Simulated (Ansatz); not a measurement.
# C₂H₄AlFO: up Jacob's ladder to CCSD(T)

One table from this session's results is given with a row withheld; the runs are named, their logs left out.

Program: Ansatz 0.2.0, Gaussian basis. Level of theory: functionals in def2-TZVPP, the program's frozen cores in correlated methods. These are calculated values, not measurements.

Plan: LDA (SPW92), PBE-D4, revPBE-D4, BLYP-D4, r2SCAN-D4, B97M-V, PBE0-D4, B3LYP-D4, r2SCANh-D4, r2SCAN0-D4, HSE06-D4, BHLYP-D4, CAM-B3LYP-D4, LC-ωPBE, ωB97X-V, ωB97M-V, B2PLYP, PBE-QIDH; CCSD(T)/def2-SVP; CCSD(T)/def2-TZVPP; MP2/def2-QZVPP; extrapolation to the limit; RPA on PBE.

**The relaxed structure**

An earlier PBE0-D4 in a triple-zeta def2 set relaxation fixed the geometry.

9 atoms, charge 0, spin multiplicity 1.

Atoms are counted from 1 here; the program's logs count them from 0.

Bond lengths: C1–C2 1.325 Å, C1–H6 1.083 Å, C1–H7 1.081 Å, C2–O3 1.346 Å, C2–H8 1.090 Å, O3–Al4 1.684 Å, Al4–F5 1.640 Å, Al4–H9 1.565 Å. Angles: C2–C1–H6 121.4°, C2–C1–H7 119.7°, H6–C1–H7 119.0°, C1–C2–O3 123.2°, C1–C2–H8 121.1°, O3–C2–H8 115.7°, C2–O3–Al4 137.8°, O3–Al4–F5 116.4°, O3–Al4–H9 123.2°, F5–Al4–H9 120.5°.

The first run:

Input file in.yaml:

```yaml
crystal:
  periodic: [false, false, false]
  atoms:
    - {symbol: C, position_ang: [-1.562005, -0.360051, 1.103917]}
    - {symbol: C, position_ang: [-0.727965, -0.312915, 0.075523]}
    - {symbol: O, position_ang: [0.490342, 0.256491, 0.139592]}
    - {symbol: Al, position_ang: [1.800789, 0.519330, -0.884818]}
    - {symbol: F, position_ang: [3.087581, 1.301591, -0.234975]}
    - {symbol: H, position_ang: [-1.297747, 0.065261, 2.064123]}
    - {symbol: H, position_ang: [-2.527691, -0.832213, 0.988547]}
    - {symbol: H, position_ang: [-0.999019, -0.743141, -0.888808]}
    - {symbol: H, position_ang: [1.824317, 0.059246, -2.380301]}
basis:
  gaussian: {orbitals: def2-TZVPP}
hamiltonian: {xc: lda}
output: {orbitals: {seedname: orbitals}}
```

Started as:

```sh
ansatz run in.yaml --threads 2 --pin off --events-out ev --progress --plain --max-ram 4352MiB
```

Steps of the session up to this table: LDA; PBE-D4 (GGA); revPBE-D4 (GGA); BLYP-D4 (GGA); r2SCAN-D4 (meta-GGA); B97M-V (meta-GGA); PBE0-D4 (hybrid); B3LYP-D4 (hybrid); r2SCANh-D4 (hybrid); r2SCAN0-D4 (hybrid); HSE06-D4 (hybrid); BHLYP-D4 (hybrid); CAM-B3LYP-D4 (range-separated); LC-ωPBE (range-separated); ωB97X-V (range-separated); ωB97M-V (range-separated); B2PLYP (double hybrid); PBE-QIDH (double hybrid).

One table of the session follows, with a row left open; its other results are not shown here.

It belongs to the step «Orbital energies across the functionals». 

```
  functional  HOMO (eV)  gap (eV)
 LDA (SPW92)          ?         ?
      PBE-D4      -5.83      4.26
   revPBE-D4      -5.75      4.29
     BLYP-D4      -5.69      4.19
   r2SCAN-D4      -6.02      4.84
      B97M-V      -6.04      4.60
     PBE0-D4      -6.97      6.19
    B3LYP-D4      -6.76      5.72
  r2SCANh-D4      -6.46      5.53
  r2SCAN0-D4      -7.11      6.57
    HSE06-D4      -6.57      5.42
    BHLYP-D4      -7.98      7.91
CAM-B3LYP-D4      -8.32      8.41
     LC-ωPBE      -9.70     10.95
     ωB97X-V      -9.30     10.41
     ωB97M-V      -9.22      9.99
```

**Question.** Estimate the row for LDA (SPW92).

**Answer.** HOMO (eV): -6.05; gap (eV): 4.23. In the column «HOMO (eV)» it lies between r2SCANh-D4 (-6.46) and B97M-V (-6.04).
